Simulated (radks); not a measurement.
# The series with 7 electrons, N to Ce⁵¹⁺

An exercise on one series of results from a longer session: the logs are not shown, and one member is left open.

The numbers are computed with radks (a radial shooting solver on a logarithmic mesh, Libxc functionals) version 1 (scalar-relativistic Kohn-Sham, PBE, spin-polarised, spherical densities, point nucleus; open shells are filled with parallel spins first), except any that are marked as measured or tabulated.

## What is computed

```
electrons     : 7
ions          : N, Ne³⁺, Al⁶⁺, S⁹⁺, K¹²⁺, Ti¹⁵⁺, Mn¹⁸⁺, Ni²¹⁺, Ga²⁴⁺, Se²⁷⁺, Rb³⁰⁺, Zr³³⁺, Tc³⁶⁺, Pd³⁹⁺, In⁴²⁺, Te⁴⁵⁺, Cs⁴⁸⁺, Ce⁵¹⁺
configuration : NIST ground configuration of each
```

The first run:

The run's settings:

```text
Z 7
configuration [He] 2s2 2p3
relativity scalar-relativistic
functional pbe,pbe
spin polarised
nucleus point
c 137.035999084
```

Steps of the session up to this table: N, [He] 2s2 2p3; Ne³⁺, [He] 2s2 2p3; Al⁶⁺, [He] 2s2 2p3; S⁹⁺, [He] 2s2 2p3; K¹²⁺, [He] 2s2 2p3; Ti¹⁵⁺, [He] 2s2 2p3; Mn¹⁸⁺, [He] 2s2 2p3; Ni²¹⁺, [He] 2s2 2p3; Ga²⁴⁺, [He] 2s2 2p3; Se²⁷⁺, [He] 2s2 2p3; Rb³⁰⁺, [He] 2s2 2p3; Zr³³⁺, [He] 2s2 2p3; Tc³⁶⁺, [He] 2s2 2p3; Pd³⁹⁺, [He] 2s2 2p3; In⁴²⁺, [He] 2s2 2p3; Te⁴⁵⁺, [He] 2s2 2p3; Cs⁴⁸⁺, [He] 2s2 2p3; Ce⁵¹⁺, [He] 2s2 2p3.

One table of the session follows, with a row left open; its other results are not shown here.

```
  ion  E (hartree)  ε(1s down) (eV)  ε(2p up) (eV)  ε(2p down, empty) (eV)  <r>(2p up) (bohr)
    N    -54.56779          -382.66         -8.299                  -4.129              1.435
 Ne³⁺   -124.35897          -911.50        -83.746                 -74.926             0.7440
 Al⁶⁺   -223.64564          -1688.5        -221.65                 -208.30             0.5101
  S⁹⁺   -352.53202          -2713.7        -421.34                 -403.47             0.3890
 K¹²⁺   -511.19221          -3988.5        -682.78                 -660.40             0.3145
Ti¹⁵⁺   -699.84963          -5514.6        -1006.2                 -979.25             0.2639
Mn¹⁸⁺   -918.77448          -7294.4        -1391.7                 -1360.3             0.2273
Ni²¹⁺  -1168.28448          -9330.7        -1839.8                 -1803.8             0.1995
Ga²⁴⁺            ?                ?              ?                       ?                  ?
Se²⁷⁺  -1760.58006         -14186.3        -2924.9                 -2879.7             0.1601
Rb³⁰⁺  -2104.25851         -17013.5        -3562.8                 -3513.1             0.1456
Zr³³⁺  -2480.31470           -20113        -4265.1                 -4210.8             0.1335
Tc³⁶⁺  -2889.34436           -23490        -5032.3                 -4973.4             0.1231
Pd³⁹⁺  -3332.01141           -27151        -5865.0                 -5801.4             0.1142
In⁴²⁺  -3809.05391           -31103        -6764.0                 -6695.8             0.1064
Te⁴⁵⁺  -4321.29107           -35352        -7730.0                 -7657.1            0.09959
Cs⁴⁸⁺   -4869.6314           -39907        -8763.9                 -8686.2            0.09353
Ce⁵¹⁺   -5455.0822           -44778        -9866.4                 -9784.0            0.08812
```

Estimate the missing values for Ga²⁴⁺.

**Answer.** E (hartree): -1448.74669; ε(1s down) (eV): -11626.8; ε(2p up) (eV): -2350.7; ε(2p down, empty) (eV): -2310.1; <r>(2p up) (bohr): 0.1777. In the column «E (hartree)» it lies between Se²⁷⁺ (-1760.58006) and Ni²¹⁺ (-1168.28448).
